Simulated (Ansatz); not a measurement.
**FGeH₃O₃: up Jacob's ladder to CCSD(T)**

Aim: compute FGeH₃O₃ with functionals from several rungs and with coupled cluster. The yardstick is the atomisation energy at the CCSD(T) limit.

Program: Ansatz 0.2.0, Gaussian basis. Level of theory: functionals in def2-TZVPP, the program's frozen cores in correlated methods. These are calculated values, not measurements.

Plan: LDA (SPW92), PBE-D4, revPBE-D4, BLYP-D4, r2SCAN-D4, B97M-V, PBE0-D4, B3LYP-D4, r2SCANh-D4, r2SCAN0-D4, HSE06-D4, BHLYP-D4, CAM-B3LYP-D4, LC-ωPBE, ωB97X-V, ωB97M-V, B2PLYP, PBE-QIDH; CCSD(T)/def2-SVP; CCSD(T)/def2-TZVPP; MP2/def2-QZVPP; extrapolation to the limit; RPA on PBE.

**1. Structure used throughout**

The geometry comes from an earlier relaxation with PBE0-D4 in a triple-zeta def2 set; it is a stationary point, not always the lowest conformer.

SMILES `[OH][Ge]([OH])([OH])[F]`, 8 atoms, charge 0, spin multiplicity 1.

Atoms are counted from 1 here; the program's logs count them from 0.

Bond lengths: O1–Ge2 1.743 Å, O1–H6 0.961 Å, Ge2–O3 1.743 Å, Ge2–O4 1.753 Å, Ge2–F5 1.719 Å, O3–H7 0.961 Å, O4–H8 0.961 Å. Angles: Ge2–O1–H6 112.7°, O1–Ge2–O3 104.6°, O1–Ge2–O4 114.3°, O1–Ge2–F5 110.7°, O3–Ge2–O4 114.2°, O3–Ge2–F5 110.8°, O4–Ge2–F5 102.4°, Ge2–O3–H7 112.7°, Ge2–O4–H8 112.5°.

As a file:

```xyz
8

O    -0.94743    1.20215    0.77453
Ge    0.09240    0.16179   -0.16117
O     1.55249    0.03667    0.78292
O    -0.62263   -1.38122   -0.58652
F     0.41741    0.85352   -1.70084
H    -1.75328    1.43776    0.30757
H     2.23538   -0.47608    0.34279
H    -0.88224   -1.89180    0.18504
```

**2. LDA**

This LDA is Slater exchange with PW92 correlation.

in.yaml reads:

```yaml
crystal:
  periodic: [false, false, false]
  atoms:
    - {symbol: O, position_ang: [-0.947433, 1.202146, 0.774527]}
    - {symbol: Ge, position_ang: [0.092398, 0.161792, -0.161173]}
    - {symbol: O, position_ang: [1.552495, 0.036674, 0.782915]}
    - {symbol: O, position_ang: [-0.622628, -1.381224, -0.586520]}
    - {symbol: F, position_ang: [0.417410, 0.853523, -1.700843]}
    - {symbol: H, position_ang: [-1.753280, 1.437762, 0.307566]}
    - {symbol: H, position_ang: [2.235385, -0.476078, 0.342789]}
    - {symbol: H, position_ang: [-0.882245, -1.891796, 0.185038]}
basis:
  gaussian: {orbitals: def2-TZVPP}
hamiltonian: {xc: lda}
output: {orbitals: {seedname: orbitals}}
```

Started as:

```
> ansatz run in.yaml --threads 4 --pin off --events-out ev --progress --plain --max-ram 10444MiB
```

The runs that follow: PBE-D4 (GGA); revPBE-D4 (GGA); BLYP-D4 (GGA); r2SCAN-D4 (meta-GGA); B97M-V (meta-GGA); B3LYP-D4 (hybrid); r2SCANh-D4 (hybrid); r2SCAN0-D4 (hybrid); HSE06-D4 (hybrid); BHLYP-D4 (hybrid); CAM-B3LYP-D4 (range-separated); LC-ωPBE (range-separated); ωB97X-V (range-separated); ωB97M-V (range-separated); B2PLYP (double hybrid); PBE-QIDH (double hybrid); CCSD(T) in def2-SVP; CCSD(T) in def2-TZVPP; MP2 in def2-QZVPP; RPA on PBE orbitals.

Before running them: what should the planned runs give, taken together? Wanted: atomisation energy, CCSD(T)/CBS; farthest beyond LDA; mean size of error, GGA; mean size of error, meta-GGA; mean size of error, hybrid; mean size of error, range-separated; mean size of error, double hybrid; gap, smallest and largest; T1 diagnostic.

The runs gave:

| quantity | value |
| --- | --- |
| atomisation energy, CCSD(T)/CBS | 726.3 kcal/mol |
| functionals within 7.3 kcal/mol (1.0 %) | PBE-D4, r2SCAN-D4, ωB97X-V |
| farthest beyond LDA | BHLYP-D4 (-53.9 kcal/mol) |
| mean size of error, GGA | 12.3 kcal/mol |
| mean size of error, meta-GGA | 7.9 kcal/mol |
| mean size of error, hybrid | 26.7 kcal/mol |
| mean size of error, range-separated | 9.0 kcal/mol |
| mean size of error, double hybrid | 17.7 kcal/mol |
| gap, smallest and largest | 5.94 eV (BLYP-D4), 14.08 eV (LC-ωPBE) |
| T1 diagnostic | 0.0119 |
| triples share of the correlation energy | 3.3 % |

In words: LDA overbinds by 122.3 kcal/mol (17 %). PBE-D4 is off by +5.8 kcal/mol. Double hybrids carry the basis error of their MP2 part in triple zeta, and no dispersion term here, so their miss is partly the set-up's. By mean error the best rung here is meta-GGA (7.9 kcal/mol) and the worst beyond LDA is hybrid (26.7 kcal/mol). The gap between the best rungs is small, so their order is not settled. The mean of the hybrids holds BHLYP, with half exact exchange. The reference freezes the cores and leaves out relativity and excitations past (T), and its outer-core shells are covered unevenly, so misses under about 7.3 kcal/mol can't be ranked. Hartree-Fock recovers 65 % of the binding; the rest is correlation. CCSD(T) in def2-SVP is off by -66.1 kcal/mol, more than most functionals: a good method in a small basis is no reference. Orbital gaps span 5.9 to 14.1 eV; exact exchange widens them. Correlated methods include outer-core shells of Ge, which these sets cover unevenly.
